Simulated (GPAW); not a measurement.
The system is InSb3.

```
Sb In
1.0
     0.00000    3.79455    3.79455
     3.79455    0.00000    3.79455
     3.79455    3.79455    0.00000
Sb In
3 1
Direct
  0.50000 0.50000 0.50000
  0.75000 0.75000 0.75000
  0.25000 0.25000 0.25000
  0.00000 0.00000 0.00000
```

The cell comes from a database or a generator and needn't be the stable form of this composition.

| Property | Result |
| --- | --- |
| Program | GPAW 26.7.0 |
| Task | relaxation of cell and atoms |
| Functional | PBEsol |
| Dispersion | D3 |
| Potentials or basis | PAW data sets generated in the run's folder for this functional |
| Cutoff | 600 eV |
| Basis | pw |
| k mesh | 5 × 5 × 5 |
| Occupations | fermi-dirac, width 0.05 eV |
| Spin | no spin polarisation |

At the start: pressure -4.4 GPa; volume 27.32 Å³/atom.

Where does the relaxation end?

Over 5 steps the energy falls by 34.4 meV/atom and the volume is 25.12 Å³/atom (-8.0 %); space group Fm-3m (No. 225, to 0.05 Å).

The path:
```csv
step,energy change (eV),largest force (eV/Å),pressure (GPa),volume (Å³)
1,0.0000,0.0000,-4.37,109.27
2,-0.0234,0.0000,-4.06,108.40
3,-0.1288,0.0000,1.41,98.49
4,-0.1372,0.0000,-0.20,100.78
5,-0.1374,0.0000,-0.01,100.48
```

Final structure:
```cif
data_structure
_symmetry_space_group_name_H-M 'P 1'
_symmetry_Int_Tables_number 1
_cell_length_a 5.2184
_cell_length_b 5.2184
_cell_length_c 5.2184
_cell_angle_alpha 60.000
_cell_angle_beta 60.000
_cell_angle_gamma 60.000
_cell_volume 100.48
loop_
_atom_site_label
_atom_site_type_symbol
_atom_site_fract_x
_atom_site_fract_y
_atom_site_fract_z
_atom_site_occupancy
Sb1 Sb 0.50000 0.50000 0.50000 1
Sb2 Sb 0.75000 0.75000 0.75000 1
Sb3 Sb 0.25000 0.25000 0.25000 1
In1 In 0.00000 0.00000 0.00000 1
```

Caveat: later steps reuse the first step's grids; pairwise dispersion overbinds metals, which lowers pressure and volume.
